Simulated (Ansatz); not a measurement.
# Be2F5: the cost of one run

Method: the settings change from run to run; program: Ansatz 0.2.0, Gaussian basis.

1 further run of the same task is left out (set aside as unsound or not needed). Runs told in other sessions of the task aren't counted.

## (1) The relaxed structure

The geometry comes from an earlier relaxation with PBE-D4/def2-SVPD; it is a stationary point, not always the lowest conformer.

7 atoms, charge -1, spin multiplicity 1.

Atoms are counted from 1 here; the program's logs count them from 0.

Bond lengths: Be1–F3 1.468 Å, Be1–F4 1.466 Å, Be1–F5 1.577 Å, Be2–F5 1.577 Å, Be2–F6 1.466 Å, Be2–F7 1.468 Å. Angles: F3–Be1–F4 129.2°, F3–Be1–F5 115.0°, F4–Be1–F5 115.8°, F5–Be2–F6 115.8°, F5–Be2–F7 115.0°, F6–Be2–F7 129.2°, Be1–F5–Be2 147.2°.

## (2) r2SCANh/ANO-RCC-VTZP

The input, in.yaml:

```yaml
crystal:
  periodic: [false, false, false]
  atoms:
    - {symbol: Be, position_ang: [0.010794, -1.043688, -1.094987]}
    - {symbol: Be, position_ang: [0.018199, 1.077195, 1.063006]}
    - {symbol: F, position_ang: [-0.415934, -0.851806, -2.485965]}
    - {symbol: F, position_ang: [0.291466, -2.290098, -0.376291]}
    - {symbol: F, position_ang: [0.249151, 0.286220, -0.281102]}
    - {symbol: F, position_ang: [-1.293763, 0.897748, 1.691405]}
    - {symbol: F, position_ang: [1.140077, 1.924429, 1.483924]}
basis:
  gaussian: {orbitals: ANO-RCC-VTZP}
total_charge: -1
hamiltonian: {xc: {name: r2SCANh}}
scf: {omitted_lower_state_checks: [starts]}
output: {forces: true}
```

Started as:

```console
ansatz run in.yaml --threads 4 --pin off --events-out ev --progress --plain --max-ram 3916MiB
```

**Question.** How long does this run take on 4 threads of Arm Neoverse V2, shared host, and how much memory does it need?

About 8 s, with a peak of 0.73 GiB.
